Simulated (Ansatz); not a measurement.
# revPBE/6-311+G(d,p) run of C2H6Si (SMILES C[Si]C)

Aim: the electronic atomisation energy of C2H6Si at revPBE/6-311+G**, from 4 runs. 

Program for the calculation: Ansatz 0.2.0.

34 further runs of the same task are left out: 34 set aside as unsound or not needed.

### 1 The molecule

C2H6Si: 9 atoms, total charge 0, spin state singlet. SMILES: `C[Si]C`. The shape is that of a PBE0-D4/def2-TZVP optimisation.

Bond lengths: C1–Si2 1.896 Å, Si2–C3 1.896 Å, C1–H4 1.102 Å, C1–H5 1.091 Å, C1–H6 1.095 Å, C3–H7 1.095 Å, C3–H8 1.091 Å, C3–H9 1.102 Å. Some angles: C1–Si2–C3 97.8°, Si2–C1–H4 105.3°, Si2–C1–H5 113.7°, Si2–C1–H6 114.0°, Si2–C3–H7 113.9°, Si2–C3–H8 113.7°, Si2–C3–H9 105.3°, H4–C1–H5 107.1°, H4–C1–H6 106.4°, H5–C1–H6 109.8°.

### 2 A single-point energy at revPBE/6-311+G(d,p)

job.yaml reads:

```yaml
crystal:
  periodic: [false, false, false]
  atoms:
    - {symbol: C, position_ang: [-0.527400, 1.047300, -0.805300]}
    - {symbol: Si, position_ang: [0.896800, -0.199700, -0.912800]}
    - {symbol: C, position_ang: [0.601900, -1.069400, 0.746000]}
    - {symbol: H, position_ang: [-1.430700, 0.480400, -1.082200]}
    - {symbol: H, position_ang: [-0.439700, 1.875000, -1.511000]}
    - {symbol: H, position_ang: [-0.703500, 1.436700, 0.202600]}
    - {symbol: H, position_ang: [-0.455600, -1.193000, 1.001000]}
    - {symbol: H, position_ang: [1.117900, -2.026600, 0.837300]}
    - {symbol: H, position_ang: [1.028800, -0.397000, 1.507100]}
basis:
  gaussian:
    orbitals: 6-311+G_st__st_-spherical.json
hamiltonian:
  xc: {name: revPBE}
accuracy: high
output:
  orbitals: {seedname: orbitals}
```

The basis set 6-311+G** is read from a file made from the Basis Set Exchange's data (not shown).

On the command line:

```
$ ansatz run job.yaml --threads 1 --pin off --max-ram 3480MiB --events-out events.jsonl --progress --plain --runs-dir runs
```

Standard output:

```text
Warning: RAYON_NUM_THREADS=1 ignored (pool sized by the plan → 1); use --threads N
Functional definition: revPBE
  name "revPBE"
  parameter kappa = 1.245
  parameter beta = 0.06672455060314922
  exchange = pbe_x(kappa = kappa, mu = beta*pi^2/3)
  correlation = pbe_c(beta = beta)
2140 factors; integrals over basis functions are off by at most 4.3e-9 eV
mean field evaluation 1: about -10029.2286 eV, gradient 8.7e1 eV
mean field evaluation 2: about -9994.7856 eV, gradient 1.3e2 eV
mean field evaluation 4: about -10046.6257 eV, gradient 5.7e0 eV
mean field evaluation 8: about -10046.7251 eV, gradient 5.8e-2 eV
mean field evaluation 16: about -10046.7251 eV, gradient 6.8e-6 eV
mean field -10046.72513474 eV, -369.2103387870 hartree, gradient 8.2e-8 eV, S^2 0.000000; 0 other end points of the search recorded, 0 dependent functions left out
reference -10046.72514123 eV, -369.2103390252 hartree; 16, 16 occupied and 94, 94 virtual orbitals, 2140 factors
Total energy: -10046.72514123 eV, -369.2103390252 hartree
```

Wall time 5.7 s (1 thread of Arm Neoverse V2, shared host); peak memory 0.29 GiB.

### 3 The C atom

run.yaml reads:

```yaml
crystal:
  periodic: [false, false, false]
  atoms:
    - {symbol: C, position_ang: [0.000000, 0.000000, 0.000000]}
basis:
  gaussian:
    orbitals: 6-311+G_st__st_.json
magnetization:
  spin_polarized: true
  initial_magnetization: 2
hamiltonian:
  xc: {name: revPBE}
accuracy: high
```

The basis set 6-311+G** is read from a file made from the Basis Set Exchange's data (not shown).

On the command line:

```
$ ansatz run run.yaml --threads 1 --pin off --max-ram 3480MiB --events-out events.jsonl --progress --plain --runs-dir runs
```

Standard output:

```text
Warning: RAYON_NUM_THREADS=1 ignored (pool sized by the plan → 1); use --threads N
Functional definition: revPBE
  name "revPBE"
  parameter kappa = 1.245
  parameter beta = 0.06672455060314922
  exchange = pbe_x(kappa = kappa, mu = beta*pi^2/3)
  correlation = pbe_c(beta = beta)
169 factors; integrals over basis functions are off by at most 2.6e-9 eV
mean field evaluation 1: about -1029.4759 eV, gradient 6.7e0 eV
mean field evaluation 2: about -1029.6121 eV, gradient 4.9e0 eV
mean field evaluation 4: about -1029.7726 eV, gradient 2.8e-1 eV
mean field evaluation 8: about -1029.7724 eV, gradient 4.3e-4 eV
mean field evaluation 16: about -1029.6596 eV, gradient 4.3e0 eV
mean field evaluation 32: about -1029.7724 eV, gradient 5.4e-5 eV
mean field -1029.77237349 eV, -37.8434367209 hartree, gradient 1.1e-8 eV, S^2 2.002557; 2 other end points of the search recorded, 0 dependent functions left out
reference -1029.77237795 eV, -37.8434368848 hartree; 4, 2 occupied and 18, 20 virtual orbitals, 169 factors
Total energy: -1029.77237795 eV, -37.8434368848 hartree
```

Wall time 0.48 s (1 thread of Arm Neoverse V2, shared host).

### 4 The H atom, same level

in.yaml reads:

```yaml
crystal:
  periodic: [false, false, false]
  atoms:
    - {symbol: H, position_ang: [0.000000, 0.000000, 0.000000]}
basis:
  gaussian: {orbitals: 6-311+G_st__st_.json}
accuracy: high
magnetization: {spin_polarized: true, initial_magnetization: 1}
hamiltonian: {xc: {name: revPBE}}
```

The basis set 6-311+G** is read from a file made from the Basis Set Exchange's data (not shown).

Run the same way, it converges to -0.50413 Eh (log not shown).

### 5 The Si atom at the same level

job.yaml reads:

```yaml
crystal:
  periodic: [false, false, false]
  atoms:
    - {symbol: Si, position_ang: [0.000000, 0.000000, 0.000000]}
basis:
  gaussian: {orbitals: 6-311+G_st__st_-spherical.json}
magnetization: {spin_polarized: true, initial_magnetization: 2}
hamiltonian: {xc: {name: revPBE}}
accuracy: high
```

The basis set 6-311+G** is read from a file made from the Basis Set Exchange's data (not shown).

Run the same way, it converges to -289.31707 Eh (log not shown).

### 6 What came out

Level: revPBE/6-311+G**.

```
                     quantity          value
       molecule: total energy  -369.21034 Eh
        molecule: HOMO energy       -4.95 eV
        molecule: LUMO energy       -2.94 eV
      molecule: HOMO–LUMO gap        2.01 eV
         C atom: total energy   -37.84344 Eh
                 C atom: ⟨S²⟩          2.003
         H atom: total energy    -0.50413 Eh
                 H atom: ⟨S²⟩          0.750
        Si atom: total energy  -289.31707 Eh
                Si atom: ⟨S²⟩          2.002
electronic atomisation energy      32.154 eV
```

**Reading.** Taking the molecule apart into free atoms costs 32.15 eV (741 kcal/mol), before zero-point energy and without spin-orbit coupling.
